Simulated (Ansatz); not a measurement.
**CH5NOSi: short molecular-dynamics run from a Python script**

The task is a short molecular-dynamics run, for CH5NOSi. SMILES: OC1N[SiH2]1.

Computed with Ansatz 0.2.0, driven from Python. Level of theory: Hartree-Fock/def2-SVP.

## Step 1: Starting point

Bond lengths: O1–C2 1.394 Å, C2–N3 1.401 Å, C2–Si4 1.870 Å, N3–Si4 1.643 Å, O1–H5 1.007 Å, C2–H6 1.095 Å, N3–H7 1.018 Å, Si4–H8 1.474 Å, Si4–H9 1.504 Å. Angles (14 of 16 angles, heavy atoms first): O1–C2–N3 110.4°, O1–C2–Si4 118.8°, N3–C2–Si4 58.2°, C2–N3–Si4 75.4°, C2–Si4–N3 46.5°, O1–C2–H6 120.8°, N3–C2–H6 117.7°, Si4–C2–H6 115.0°, C2–O1–H5 111.4°, C2–N3–H7 114.1°, Si4–N3–H7 108.5°, C2–Si4–H8 120.0°, C2–Si4–H9 118.6°, N3–Si4–H8 104.4°.

No structure file is read: the coordinates are typed or built in the script.

## Step 2: The script

The input, run_md.py:

```python
import ansatz as az
from ase import Atoms
import numpy as np

SETTINGS = {
    "basis": "def2-SVP",
    "functional": "hf",
    "n_steps": 40,
    "temperature_k": 800,
}


def main() -> None:
    atoms = Atoms(["O", "C", "N", "Si", "H", "H", "H", "H", "H"], positions=[
        (-0.9624, 0.6633, -1.2298),
        (-0.4428, 0.6215, 0.0636),
        (0.8925, 0.1978, 0.0397),
        (0.0806, -1.0286, 0.7712),
        (-0.7293, 1.5272, -1.6923),
        (-0.7248, 1.3754, 0.8061),
        (1.211, -0.124, -0.8724),
        (0.2799, -2.1839, -0.1218),
        (0.4839, -1.0951, 2.2186),
    ])
    geometry = az.Crystal.molecule_from_ase(atoms)

    setup = (
        geometry.calculation()
        .basis(gaussian=SETTINGS["basis"])
        .functional(SETTINGS["functional"])
    )
    symbols = [site.symbol for site in geometry.cartesian_sites]
    start = np.array([site.position_ang for site in geometry.cartesian_sites], dtype=float)
    rep = setup.relax(force_tolerance=0.02).run(threads=1).report
    end = np.array(rep["positions_ang"])
    minimum = az.Crystal.molecule()
    for symbol, place in zip(symbols, end):
        minimum = minimum.atom(symbol, place.tolist())

    setup = (
        minimum.calculation()
        .basis(gaussian=SETTINGS["basis"])
        .functional(SETTINGS["functional"])
        .md("nvt_langevin", timestep=0.5, steps=SETTINGS["n_steps"], temperature=SETTINGS["temperature_k"], initial_velocities="maxwell_boltzmann", seed=81, friction=0.05)
    )
    frames = []
    outcome = setup.session().plan().execute(on_event=lambda e: frames.append(e["data"]) if e["event"] == "md_step" else None)
    print("t (fs)   E_pot (eV)      E_kin (eV)   T (K)   d(0-1) (A)")
    for f in frames[::3]:
        xyz = np.array(f["positions_ang"])
        print(f"{f['time_fs']:6.2f} {f['lagrangian_ev']:14.5f} {f['e_kin_ev']:10.5f} {f['temperature_k']:8.1f} {np.linalg.norm(xyz[0] - xyz[1]):9.4f}")
    print("mean temperature", round(float(np.mean([f["temperature_k"] for f in frames])), 1), "K")


if __name__ == "__main__":
    main()
```

## Step 3: What the engine is handed

The package turns the script's settings into the engine's input (first run):

```yaml
crystal:
  periodic: [false, false, false]
  atoms:
    - { symbol: O, position_ang: [-0.9624, 0.6633, -1.2298] }
    - { symbol: C, position_ang: [-0.4428, 0.6215, 0.0636] }
    - { symbol: "N", position_ang: [0.8925, 0.1978, 0.0397] }
    - { symbol: Si, position_ang: [0.0806, -1.0286, 0.7712] }
    - { symbol: H, position_ang: [-0.7293, 1.5272, -1.6923] }
    - { symbol: H, position_ang: [-0.7248, 1.3754, 0.8061] }
    - { symbol: H, position_ang: [1.211, -0.124, -0.8724] }
    - { symbol: H, position_ang: [0.2799, -2.1839, -0.1218] }
    - { symbol: H, position_ang: [0.4839, -1.0951, 2.2186] }
basis:
  gaussian:
    orbitals: def2-SVP
hamiltonian:
  xc: hf
relax:
  f_tol: 0.02
```

## Step 4: Launch

Launch:

```sh
$ python run_md.py
```

Without the output at hand: what should come out? Wanted: moves of the relaxation of run 1; energy gained in run 1; last largest force component of run 1; mean temperature, second half; farthest move.

**Answer**, as computed:

| quantity | value |
| --- | --- |
| runs compared | 2 |
| moves of the relaxation of run 1 | 11 |
| energy gained in run 1 | 1.106 eV |
| last largest force component of run 1 | 0.0194 eV/Å |
| length of the run | 40 steps, 20 fs |
| mean temperature, second half | 640 K |
| farthest move | 0.59 Å |

Run 1: After 11 moves the largest shift is 0.716 Å, of atom 7 (H). The temperature swings between 322 and 803 K, with a mean of 640 K in the second half; 9 atoms fluctuate widely. 20 fs show the first vibrations only, not equilibrium. Reading the output:
- The trajectory is only some femtoseconds long, and gives no averages; where the script doesn't relax first, it starts from a rough generated geometry.
- The printed temperature counts all 3N degrees of freedom under Langevin dynamics, so the first row lies under the target.
